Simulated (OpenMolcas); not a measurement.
# SiHF3 (SMILES [H][Si](F)(F)F) at SOS-MP2/6-311++G(d,p) (Cholesky decomposition, electric field -0.001 a.u., field axis y)

What is the energy change on altering one bond length of SiHF3 at SOS-MP2/6-311++G** (Cholesky decomposition, electric field -0.001 a.u., field axis y)? 

The results are computed with OpenMolcas 26.06.

4 further runs of the same task are left out: 1 that didn't finish, 3 set aside as unsound or not needed.

### 1 Starting point

SiHF3: 5 atoms, total charge 0, spin state singlet. As SMILES, `[H][Si](F)(F)F`. The coordinates come from a GFN2-xTB relaxation.

Bond lengths: Si1–F3 1.580 Å, Si1–F4 1.580 Å, Si1–F5 1.580 Å, Si1–H2 1.427 Å. Angles: F3–Si1–F4 105.4°, F3–Si1–F5 105.4°, F4–Si1–F5 105.3°, H2–Si1–F3 113.2°, H2–Si1–F4 113.4°, H2–Si1–F5 113.3°.

### 2 A single-point energy at SOS-MP2/6-311++G(d,p) (Cholesky decomposition, electric field -0.001 a.u., field axis y)

run.input

```
* F3HSi SOS-MP2

&GATEWAY
 BasLib=$CurrDir
 Coord
 5
 bohr
 Si     0.00064251    -0.00156847     0.16950843
 H      0.02460423    -0.03516780     2.86644997
 F      2.73564313     0.02054132    -1.02882359
 F     -1.38717236     2.38113051    -0.97602465
 F     -1.37371751    -2.36491666    -1.03111016
 Basis=6-311ppGss
 Group=NoSym

&SEWARD
 Low

&FFPT
 Dipole
 Y 0.001

&SCF
 PrOrbitals=0

&MBPT2
 SOSMP2
 Frozen=8
```

The basis set 6-311++G** is read from a file made from the Basis Set Exchange's data (not shown).

Command:

```
$ export MOLCAS_MEM=1860
$ pymolcas run.input > run.log
```

What it wrote:

```text
--- Start Module: gateway ---
[...]
--- Stop Module: gateway /rc=_RC_ALL_IS_WELL_ ---
[...]
      Basis functions          103
[...]
--- Start Module: scf ---
[...]
       Convergence after  10 Iterations
[...]
::    Total SCF energy                               -588.1197759864
[...]
      Total spin, S                                     0.0000000000
[...]
      Total electronic charge=   42.000000
      Total            charge=   -0.000000
[...]
      Dipole Moment (debye):
      Origin of the operator (angstrom)=   -0.0027    0.0038   -0.3080
                   X=  1.7287E-02               Y= -7.0430E-02               Z=  2.4326E+00           Total=  2.4337E+00
      Quadrupole Moment (debye*angstrom):
[...]
--- Stop Module: scf /rc=_RC_ALL_IS_WELL_ ---
[...]
--- Start Module: mbpt2 ---
[...]
WARNING!
Default frozen orbitals as non valence orbitals is overwritten by user input.
Default values:   5
[...]
::    Total MBPT2 energy                             -588.7879733287
[...]
--- Stop Module: mbpt2 /rc=_RC_ALL_IS_WELL_ ---
[...]
```

Run time: 3.3 s. Hardware: 1 thread of AMD EPYC 9R45 (Zen 5), shared host; peak memory 0.25 GiB.

### 3 The distorted shape at the same level

run.inp

```
>>> EXPORT MOLCAS_PRINT=2

&gateway
  baslib=$CurrDir
  coord
  5
  bohr
  Si    -0.00534792     0.00683325    -0.50480443
  H      0.02460423    -0.03516780     2.86644997
  F      2.72965270     0.02894305    -1.70313646
  F     -1.39316279     2.38953223    -1.65033751
  F     -1.37970794    -2.35651493    -1.70542303
  basis=6-311ppGss
  group=NoSym

&seward
  low

&ffpt
  dipole
  Y 0.001

&scf
  prorbitals=0

&mbpt2
  sosmp2
  frozen=8
```

The basis set 6-311++G** is read from a file made from the Basis Set Exchange's data (not shown).

Command:

```
$ export MOLCAS_MEM=1860
$ pymolcas run.inp > run.log
```

What it wrote:

```text
--- Start Module: gateway ---
[...]
--- Stop Module: gateway /rc=_RC_ALL_IS_WELL_ ---
[...]
      Basis functions          103
[...]
--- Start Module: scf ---
[...]
       Convergence after  10 Iterations
[...]
::    Total SCF energy                               -588.0889593733
[...]
      Total spin, S                                     0.0000000000
[...]
      Total electronic charge=   42.000000
      Total            charge=   -0.000000
[...]
      Dipole Moment (debye):
      Origin of the operator (angstrom)=   -0.0058    0.0082   -0.6607
                   X=  1.5279E-02               Y= -7.1556E-02               Z=  2.1156E+00           Total=  2.1168E+00
      Quadrupole Moment (debye*angstrom):
[...]
--- Stop Module: scf /rc=_RC_ALL_IS_WELL_ ---
[...]
--- Start Module: mbpt2 ---
[...]
WARNING!
Default frozen orbitals as non valence orbitals is overwritten by user input.
Default values:   5
[...]
::    Total MBPT2 energy                             -588.7586699648
[...]
--- Stop Module: mbpt2 /rc=_RC_ALL_IS_WELL_ ---
[...]
```

It took 3.3 s on 1 thread of AMD EPYC 9R45 (Zen 5), shared host; peak memory 0.25 GiB.

### 4 What came out

Level: SOS-MP2/6-311++G** (Cholesky decomposition, electric field -0.001 a.u., field axis y), 8 core orbitals frozen.

| quantity | value |
| --- | --- |
| first shape: total energy | -588.78797 Eh |
| first shape: dipole moment (mean-field density) | 2.43 D |
| first shape: HOMO–LUMO gap (Hartree–Fock orbitals) | 17.54 eV |
| first shape: correlation energy (8 core orbitals frozen) | -668.2 mEh |
| distorted shape: total energy | -588.75867 Eh |
| distorted shape: dipole moment (mean-field density) | 2.12 D |
| distorted shape: HOMO–LUMO gap (Hartree–Fock orbitals) | 15.73 eV |
| distorted shape: correlation energy (8 core orbitals frozen) | -669.7 mEh |
| energy change with the Si1–H2 bond stretched from 1.427 to 1.784 Å | 0.797 eV |

What this shows: With the Si1–H2 bond stretched from 1.427 to 1.784 Å the energy rises by 0.80 eV (18.4 kcal/mol). The first shape isn't relaxed at this level, so the change isn't measured from a minimum. Mulliken charges (distorted shape) of the mean-field density run from -0.35 on F4 to +1.09 on Si1; in a basis this large or diffuse they mean little.
